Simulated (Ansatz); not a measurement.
# C6H18FN3Sn: basis-set convergence

How large a basis does C6H18FN3Sn need? Two functionals are run in growing sets.

Computed with Ansatz 0.2.0, Gaussian basis. Level: one geometry, several basis sets.

Levels to be run: PBE0-D4/def2-SVP; ωB97M-V/def2-SVP; PBE0-D4/def2-QZVPP; ωB97M-V/def2-QZVPP; the functionals' def2-TZVPP values are taken from earlier runs.

1 further run of the same task is left out (for a known fault of the program).

## (1) Structure used throughout

All runs share one geometry, relaxed beforehand with PBE0-D4 in a triple-zeta def2 set. Sn takes the def2 core potential; no spin-orbit term is included.

SMILES `C[N](C)[Sn]([F])([N](C)C)[N](C)C`, 29 atoms, charge 0, spin multiplicity 1.

Atoms are counted from 1 here; the program's logs count them from 0.

Bond lengths: C1–N2 1.442 Å, C1–H12 1.093 Å, C1–H13 1.102 Å, C1–H14 1.099 Å, N2–C3 1.443 Å, N2–Sn4 1.995 Å, C3–H15 1.101 Å, C3–H16 1.092 Å, C3–H17 1.098 Å, Sn4–F5 1.931 Å, Sn4–N6 1.998 Å, Sn4–N9 2.003 Å, N6–C7 1.443 Å, N6–C8 1.442 Å, C7–H18 1.101 Å, C7–H19 1.092 Å, C7–H20 1.099 Å, C8–H21 1.093 Å and more. Angles: N2–C1–H12 110.8°, N2–C1–H13 113.1°, N2–C1–H14 110.2°, H12–C1–H13 108.0°, H12–C1–H14 107.5°, H13–C1–H14 107.1°, C1–N2–C3 113.8°, C1–N2–Sn4 119.9°, C3–N2–Sn4 119.3°, N2–C3–H15 113.0°, N2–C3–H16 110.6°, N2–C3–H17 110.0°, H15–C3–H16 108.2°, H15–C3–H17 107.4°, H16–C3–H17 107.4°, N2–Sn4–F5 104.1°, N2–Sn4–N6 106.3°, N2–Sn4–N9 118.1° and more.

## (2) PBE0-D4 in def2-SVP

Input file in.yaml:

```yaml
crystal:
  periodic: [false, false, false]
  atoms:
    - {symbol: C, position_ang: [-1.960787, 1.057239, 1.553687]}
    - {symbol: N, position_ang: [-0.638680, 0.561010, 1.846188]}
    - {symbol: C, position_ang: [-0.527846, -0.073434, 3.137803]}
    - {symbol: Sn, position_ang: [0.548373, -0.038567, 0.359576]}
    - {symbol: F, position_ang: [2.285152, -0.208761, 1.185686]}
    - {symbol: N, position_ang: [0.474765, 1.395811, -1.030040]}
    - {symbol: C, position_ang: [0.638452, 2.780235, -0.658033]}
    - {symbol: C, position_ang: [0.883817, 1.105099, -2.381571]}
    - {symbol: N, position_ang: [0.272235, -1.877568, -0.384308]}
    - {symbol: C, position_ang: [-0.992636, -2.200336, -0.994869]}
    - {symbol: C, position_ang: [1.386710, -2.615682, -0.926210]}
    - {symbol: H, position_ang: [-1.991364, 1.517515, 0.562915]}
    - {symbol: H, position_ang: [-2.734517, 0.272953, 1.587981]}
    - {symbol: H, position_ang: [-2.247469, 1.825738, 2.284473]}
    - {symbol: H, position_ang: [-1.196303, -0.941501, 3.250379]}
    - {symbol: H, position_ang: [0.496557, -0.406540, 3.316364]}
    - {symbol: H, position_ang: [-0.783710, 0.642475, 3.930251]}
    - {symbol: H, position_ang: [1.679468, 3.125666, -0.748901]}
    - {symbol: H, position_ang: [0.321197, 2.941933, 0.374799]}
    - {symbol: H, position_ang: [0.021383, 3.423020, -1.300915]}
    - {symbol: H, position_ang: [0.740612, 0.045665, -2.609428]}
    - {symbol: H, position_ang: [0.278240, 1.679458, -3.095911]}
    - {symbol: H, position_ang: [1.939471, 1.351698, -2.573604]}
    - {symbol: H, position_ang: [-1.213185, -3.268788, -0.866735]}
    - {symbol: H, position_ang: [-1.025289, -1.988730, -2.076390]}
    - {symbol: H, position_ang: [-1.808101, -1.644385, -0.523184]}
    - {symbol: H, position_ang: [1.526640, -2.458300, -2.008437]}
    - {symbol: H, position_ang: [2.312529, -2.338143, -0.418904]}
    - {symbol: H, position_ang: [1.234687, -3.692582, -0.772164]}
basis:
  gaussian: {orbitals: def2-SVP}
hamiltonian: {xc: pbe0, dispersion: d4}
output: {orbitals: {seedname: orbitals}}
```

The run is started by

```bash
> ansatz run in.yaml --threads 11 --pin off --events-out ev --progress --plain --max-ram 166912MiB --backend cpu
```

After this run come: ωB97M-V in def2-SVP; PBE0-D4 in def2-QZVPP; ωB97M-V in def2-QZVPP.

**Question.** What will the summary of the whole plan be? Wanted: PBE0-D4: double and triple zeta above quadruple; ωB97M-V: double and triple zeta above quadruple.

The runs gave:

| quantity | value |
| --- | --- |
| PBE0-D4: double and triple zeta above quadruple | 16.90, 0.87 eV |
| ωB97M-V: double and triple zeta above quadruple | 17.56, 0.84 eV |

**Reading.** For PBE0-D4 the step from double to triple zeta gains 16.03 eV and the next only 0.87 eV. These are total energies; as a rule much of such shifts cancels in differences, which this series doesn't test. The LUMO of ωB97M-V is positive and keeps falling with the basis (1.82 to 1.20 eV): an unbound level that the basis holds in place.
